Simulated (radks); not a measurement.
# Gd⁺ in [Kr] 4d10 4f7 5s2 5p5.75 5d1.25 6s1: an all-electron calculation

What are the levels of the gadolinium ion Gd+, how large are its shells, and how does its energy divide?

The numbers are computed with radks (a radial shooting solver on a logarithmic mesh, Libxc functionals) version 1 (scalar-relativistic Kohn-Sham, PBE, spin-unpolarised, spherical densities, point nucleus), except any that are marked as measured or tabulated.

## 1. Starting point

| Item | Value |
| --- | --- |
| element | gadolinium (Z = 64) |
| charge | +1 |
| electrons | 63 |
| configuration | [Kr] 4d10 4f7 5s2 5p5.75 5d1.25 6s1 |

## 2. The run

Input:

```text
Z 64
configuration [Kr] 4d10 4f7 5s2 5p5.75 5d1.25 6s1 6p0 7s0
relativity scalar-relativistic
functional pbe,pbe
spin unpolarised
nucleus point
c 137.035999084
```

Q: Predict the outcome of this run.

The runs gave:

| quantity | value |
| --- | --- |
| total energy | -11270.6434 hartree |
| exchange-correlation share of it | 2.20 % |
| −T/E | 1.0739 |
| highest occupied level | 5d, -8.695 eV |
| most extended occupied level | 6s, <r> = 3.63 bohr |
| radius at density 0.001 e/bohr³ | 4.61 bohr |
| maxima of the radial density | 4 |

What this shows: The radial density shows 4 maxima for 6 occupied principal shells; where shells overlap, one shows as a shoulder or not at all. −T/E is 1.074: with relativity the kinetic term as defined here no longer equals −E. This is not the tabulated ground configuration, so its levels and sizes aren't those of the ground state, and no measured value stands beside it.
